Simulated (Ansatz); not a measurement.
**C₆H₁₂S: a ladder of functionals and wavefunction methods**

How much do the methods differ for C₆H₁₂S? The plan is to run it at one geometry with functionals of several rungs and with coupled cluster, and see how far each lands from CCSD(T) at the basis-set limit for the atomisation energy.

The runs use Ansatz 0.2.0, Gaussian basis; functionals in def2-TZVPP, the program's frozen cores in correlated methods.

Plan: LDA (SPW92), PBE-D4, revPBE-D4, BLYP-D4, r2SCAN-D4, B97M-V, PBE0-D4, B3LYP-D4, r2SCANh-D4, r2SCAN0-D4, HSE06-D4, BHLYP-D4, CAM-B3LYP-D4, LC-ωPBE, ωB97X-V, ωB97M-V, B2PLYP, PBE-QIDH; CCSD(T)/def2-SVP; CCSD(T)/def2-TZVPP; MP2/def2-QZVPP; extrapolation to the limit; RPA on PBE.

## (1) The geometry

The geometry comes from an earlier relaxation with PBE0-D4 in a triple-zeta def2 set; it is a stationary point, not always the lowest conformer.

SMILES `SC1CCCCC1`, 19 atoms, charge 0, spin multiplicity 1.

Atoms are counted from 1 here; the program's logs count them from 0.

Bond lengths: S1–C2 1.826 Å, S1–H8 1.342 Å, C2–C3 1.543 Å, C2–C7 1.522 Å, C2–H9 1.093 Å, C3–C4 1.529 Å, C3–H10 1.094 Å, C3–H11 1.092 Å, C4–C5 1.521 Å, C4–H12 1.093 Å, C4–H13 1.096 Å, C5–C6 1.537 Å, C5–H14 1.093 Å, C5–H15 1.096 Å, C6–C7 1.528 Å, C6–H16 1.093 Å, C6–H17 1.093 Å, C7–H18 1.092 Å and more. Angles: C2–S1–H8 97.8°, S1–C2–C3 114.0°, S1–C2–C7 112.5°, S1–C2–H9 100.9°, C3–C2–C7 110.9°, C3–C2–H9 109.2°, C7–C2–H9 108.8°, C2–C3–C4 112.8°, C2–C3–H10 109.1°, C2–C3–H11 109.1°, C4–C3–H10 109.4°, C4–C3–H11 109.9°, H10–C3–H11 106.3°, C3–C4–C5 111.3°, C3–C4–H12 109.5°, C3–C4–H13 110.1°, C5–C4–H12 110.7°, C5–C4–H13 109.1° and more.

## (2) LDA

This LDA is Slater exchange with PW92 correlation.

in.yaml reads:

```yaml
crystal:
  periodic: [false, false, false]
  atoms:
    - {symbol: S, position_ang: [-0.316399, -2.426957, 0.822231]}
    - {symbol: C, position_ang: [0.635376, -0.870723, 0.897850]}
    - {symbol: C, position_ang: [1.362422, -0.516357, -0.415796]}
    - {symbol: C, position_ang: [0.726111, 0.667582, -1.144349]}
    - {symbol: C, position_ang: [-0.791704, 0.609694, -1.070502]}
    - {symbol: C, position_ang: [-1.280628, 0.710581, 0.383157]}
    - {symbol: C, position_ang: [-0.203736, 0.301171, 1.387627]}
    - {symbol: H, position_ang: [-1.162887, -2.075268, -0.157696]}
    - {symbol: H, position_ang: [1.375674, -1.118760, 1.662820]}
    - {symbol: H, position_ang: [2.409406, -0.287146, -0.194819]}
    - {symbol: H, position_ang: [1.370699, -1.393049, -1.066922]}
    - {symbol: H, position_ang: [1.062506, 0.679390, -2.184353]}
    - {symbol: H, position_ang: [1.070456, 1.609611, -0.703150]}
    - {symbol: H, position_ang: [-1.236683, 1.403726, -1.675198]}
    - {symbol: H, position_ang: [-1.127383, -0.331298, -1.520811]}
    - {symbol: H, position_ang: [-2.169327, 0.089789, 0.522775]}
    - {symbol: H, position_ang: [-1.591170, 1.735528, 0.603840]}
    - {symbol: H, position_ang: [-0.653723, 0.065612, 2.354044]}
    - {symbol: H, position_ang: [0.478989, 1.142771, 1.555653]}
basis:
  gaussian: {orbitals: def2-TZVPP}
hamiltonian: {xc: lda}
output: {orbitals: {seedname: orbitals}}
```

On the command line:

```sh
> ansatz run in.yaml --threads 2 --pin off --events-out ev --progress --plain --max-ram 32768MiB --backend cuda --devices 0, --max-vram 18GiB
```

Further steps of the session: PBE-D4 (GGA); revPBE-D4 (GGA); BLYP-D4 (GGA); r2SCAN-D4 (meta-GGA); B97M-V (meta-GGA); PBE0-D4 (hybrid); B3LYP-D4 (hybrid); r2SCANh-D4 (hybrid); r2SCAN0-D4 (hybrid); HSE06-D4 (hybrid); BHLYP-D4 (hybrid); CAM-B3LYP-D4 (range-separated); LC-ωPBE (range-separated); ωB97X-V (range-separated); ωB97M-V (range-separated); B2PLYP (double hybrid); PBE-QIDH (double hybrid); CCSD(T) in def2-SVP; CCSD(T) in def2-TZVPP; MP2 in def2-QZVPP; RPA on PBE orbitals.

**Question.** What will the summary of the whole plan be? Wanted: atomisation energy, CCSD(T)/CBS; farthest beyond LDA; mean size of error, GGA; mean size of error, meta-GGA; mean size of error, hybrid; mean size of error, range-separated; mean size of error, double hybrid; gap, smallest and largest; T1 diagnostic.

**Answer**, as computed:

| quantity | value |
| --- | --- |
| atomisation energy, CCSD(T)/CBS | 7599.9 kJ/mol |
| functionals within 38.0 kJ/mol (0.5 %) | revPBE-D4, r2SCAN-D4, B97M-V, B3LYP-D4, r2SCANh-D4, CAM-B3LYP-D4, LC-ωPBE, ωB97X-V, ωB97M-V, PBE-QIDH |
| farthest beyond LDA | BHLYP-D4 (-173.7 kJ/mol) |
| mean size of error, GGA | 73.2 kJ/mol |
| mean size of error, meta-GGA | 21.3 kJ/mol |
| mean size of error, hybrid | 64.2 kJ/mol |
| mean size of error, range-separated | 21.0 kJ/mol |
| mean size of error, double hybrid | 52.5 kJ/mol |
| gap, smallest and largest | 4.98 eV (LDA (SPW92)), 12.20 eV (LC-ωPBE) |
| T1 diagnostic | 0.0095 |
| triples share of the correlation energy | 4.2 % |

**Reading.** LDA overbinds by 1076.0 kJ/mol (14 %). PBE-D4 is off by +162.5 kJ/mol. Double hybrids carry the basis error of their MP2 part in triple zeta, and no dispersion term here, so their miss is partly the set-up's. The rungs range-separated, meta-GGA miss on average by less than the doubt on the reference (38.0 kJ/mol), so they tie. The reference freezes the cores and leaves out relativity and excitations past (T), so misses under about 38.0 kJ/mol can't be ranked. Hartree-Fock recovers 75 % of the binding; the rest is correlation. CCSD(T) in def2-SVP is off by -290.4 kJ/mol, so the small basis spoils what the method gains. Orbital gaps span 5.0 to 12.2 eV; exact exchange widens them.
